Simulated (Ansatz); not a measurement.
## TlPt in Ansatz: the effect of target pressure

TlPt:

```
Tl Pt
1.0
     5.60500    0.00000    0.00000
    -2.80250    4.85407    0.00000
     0.00000    0.00000    4.63900
Tl Pt
3 3
Cartesian
  -1.4013 2.4270 0.0000
  1.4013 2.4270 0.0000
  2.8025 0.0000 0.0000
  2.8025 1.6180 2.3195
  0.0000 3.2360 2.3195
  0.0000 0.0000 0.0000
```

Alike in all runs:

| Item | Value |
| --- | --- |
| Program | Ansatz 0.2.0 |
| Task | relaxation of cell and atoms |
| Functional | PBEsol |
| Potentials or basis | Ansatz PAW |
| Cutoff | 420 eV (not typed: the program's choice for these potentials) |
| k mesh | 6 × 6 × 6 |
| Occupations | fermi-dirac, width 0.05 eV |
| Spin | no spin polarisation |

Each run relaxes the cell or the atoms first.

| target pressure | relaxed volume (Å³/atom) |
| --- | --- |
| 0 GPa | 22.99 |
| 2 GPa | 22.38 |
| 5 GPa | 21.69 |
| 10 GPa | 20.78 |
| 20 GPa | ? |
| 30 GPa | 18.65 |

Problem. What does the run with target pressure 20 GPa give?

Solution. Relaxed volume 19.55 Å³/atom.

Worked out: In Murnaghan's law V^(-B') rises as a straight line in P. The other rows fit best with B' = 5.9, V0 = 22.97 Å³/atom and B0 = 73 GPa, which gives 19.52 Å³/atom at 20 GPa, against the run's 19.55.

Caveats: the plane-wave basis is chosen anew once the cell has moved, so the energies of steps on either side of that aren't comparable; the PAW data sets come from PBE, with cores solved anew for the run's functional, which leaves a small shift of forces and pressure.
